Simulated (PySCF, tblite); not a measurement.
# C3H8O2SSi: geometry, infrared bands and NMR shifts

Wanted: the infrared bands and NMR shifts of C3H8O2SSi (`CO[Si@H]1OCCS1`), by calculation.

Computed with tblite 0.8.0 and PySCF 2.14.0, with density-fitted response routines of our own, on a single molecule in the gas phase. Atoms count from 0, in the outputs and in this text.

## (1) The molecule as given

15 atoms, charge 0, multiplicity 1; geometry from: force field or distance geometry start.

Bonds of the start (Å): C0–O1 1.42, O1–Si2 1.68, Si2–O3 1.75, O3–C4 1.39, C4–C5 1.49, C5–S6 1.83, S6–Si2 2.16, C0–H7 1.10, C0–H8 1.12, C0–H9 1.11, Si2–H10 1.45, C4–H11 1.13, C4–H12 1.11, C5–H13 1.09, C5–H14 1.12.

## (2) Geometry optimisation with GFN2-xTB

The job: settings as JSON, then the geometry in Å.

```
{"job": {"kind": "relax", "xc": "GFN2-xTB", "basis": "xTB"}, "charge": 0, "multiplicity": 1}
C      2.962100     0.417300    -0.405200
O      1.842800     0.185000    -1.244400
Si     0.451900     0.343900    -0.319400
O     -0.988200     0.581600    -1.280600
C     -2.059100     0.260300    -0.455500
C     -2.013400    -1.165900    -0.036500
S     -0.287500    -1.530300     0.469100
H      3.613300    -0.467400    -0.483100
H      2.594600     0.577600     0.639700
H      3.501800     1.342600    -0.703600
H      0.520600     1.261500     0.798900
H     -2.983900     0.378000    -1.085400
H     -2.167900     0.937000     0.416000
H     -2.395500    -1.890700    -0.759200
H     -2.595900    -1.222600     0.921600
```

Command:

```
$ OMP_NUM_THREADS=1 python probes_run.py task.json out
```

The driver reads the jobs from task.json and runs them one after another.

**Question.** This job is followed by: GFN2-xTB harmonic vibrations, gas phase; GIAO PBE0/pcSseg-1 NMR shielding, non-relativistic, gas phase. Predict these results of the whole session: strongest single infrared mode (GFN2-xTB); zero-point energy (GFN2-xTB); ¹³C shifts against TMS (PBE0/pcSseg-1); ¹H shifts against TMS (PBE0/pcSseg-1, means over atoms taken as alike); ¹⁷O shifts against H2O (PBE0/pcSseg-1); ²⁹Si shifts against TMS (PBE0/pcSseg-1); ³³S shifts against CS2 (PBE0/pcSseg-1).

**Answer**, as computed:

| quantity | value |
| --- | --- |
| strongest single infrared mode (GFN2-xTB) | 1196 cm⁻¹, 238 km/mol |
| zero-point energy (GFN2-xTB) | 70.0 kcal/mol |
| ¹³C shifts against TMS (PBE0/pcSseg-1) | 67.1, 51.1, 36.7 ppm |
| ¹H shifts against TMS (PBE0/pcSseg-1, means over atoms taken as alike) | 5.46, 4.31, 3.92, 3.54, 3.22, 2.62 ppm |
| ¹⁷O shifts against H2O (PBE0/pcSseg-1) | 66.5, 35.9 ppm |
| ²⁹Si shifts against TMS (PBE0/pcSseg-1) | -6.5 ppm |
| ³³S shifts against CS2 (PBE0/pcSseg-1) | -131 ppm |

Over 68 steps the energy fell by 0.893 eV; of the close pairs, Si2–O3 changed most, 1.748 to 1.618 Å. The lowest mode is imaginary (83i cm⁻¹), so the xTB geometry is not a minimum. Unscaled tight-binding wavenumbers are off by several per cent, some by more. Its intensities can rank the bands wrongly. C4 (sp3 CH2 bonded to O) lies farthest downfield among carbon, at 67.1 ppm; pulled downfield by the heteroatom. At PBE0/pcSseg-1: The widest tensor belongs to S6: span 221 ppm, with a paramagnetic part of -425 ppm.
